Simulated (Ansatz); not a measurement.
# ClH4O2Si2: the cost of one run

Computed with Ansatz 0.2.0, Gaussian basis. Level: functionals in def2-TZVPP, the program's frozen cores in correlated methods.

The runs, in order: PBE-D4, r2SCAN-D4, PBE0-D4, B3LYP-D4, ωB97X-V, ωB97M-V, B2PLYP; CCSD(T)/def2-TZVPP; MP2/def2-QZVPP; extrapolation to the limit.

## Step 1: The geometry

All runs share one geometry, relaxed beforehand with PBE0-D4 in a triple-zeta def2 set.

SMILES `O[SiH][SiH](O)Cl`, 9 atoms, charge 0, spin multiplicity 2.

Atoms are counted from 1 here; the program's logs count them from 0.

Bond lengths: O1–Si2 1.655 Å, O1–H6 0.960 Å, Si2–Si3 2.337 Å, Si2–H7 1.488 Å, Si3–O4 1.644 Å, Si3–Cl5 2.064 Å, Si3–H8 1.488 Å, O4–H9 0.959 Å. Angles: Si2–O1–H6 116.0°, O1–Si2–Si3 112.3°, O1–Si2–H7 105.8°, Si3–Si2–H7 113.5°, Si2–Si3–O4 103.5°, Si2–Si3–Cl5 107.9°, Si2–Si3–H8 119.4°, O4–Si3–Cl5 111.8°, O4–Si3–H8 109.6°, Cl5–Si3–H8 104.7°, Si3–O4–H9 118.1°.

## Step 2: PBE-D4 (GGA)

in.yaml

```yaml
crystal:
  periodic: [false, false, false]
  atoms:
    - {symbol: O, position_ang: [-1.223082, -0.340402, -2.019662]}
    - {symbol: Si, position_ang: [0.084020, 0.498516, -1.448329]}
    - {symbol: Si, position_ang: [0.347397, 0.262940, 0.861680]}
    - {symbol: O, position_ang: [0.326312, -1.365698, 1.086542]}
    - {symbol: Cl, position_ang: [2.168604, 1.085159, 1.379521]}
    - {symbol: H, position_ang: [-1.287689, -1.257206, -1.742517]}
    - {symbol: H, position_ang: [-0.117517, 1.907671, -1.882903]}
    - {symbol: H, position_ang: [-0.631523, 0.907341, 1.779277]}
    - {symbol: H, position_ang: [0.333477, -1.698321, 1.986390]}
basis:
  gaussian: {orbitals: def2-TZVPP}
magnetization: {spin_polarized: true, initial_magnetization: 1}
hamiltonian: {xc: pbe, dispersion: d4}
output: {forces: true, orbitals: {seedname: orbitals}}
```

Command:

```console
$ ansatz run in.yaml --threads 2 --pin off --events-out ev --progress --plain --max-ram 32768MiB --backend cpu
```

**Question.** How long does this run take on 2 threads of AMD EPYC 7R13, shared host, and how much memory does it need?

About 6 s, with a peak of 0.41 GiB.
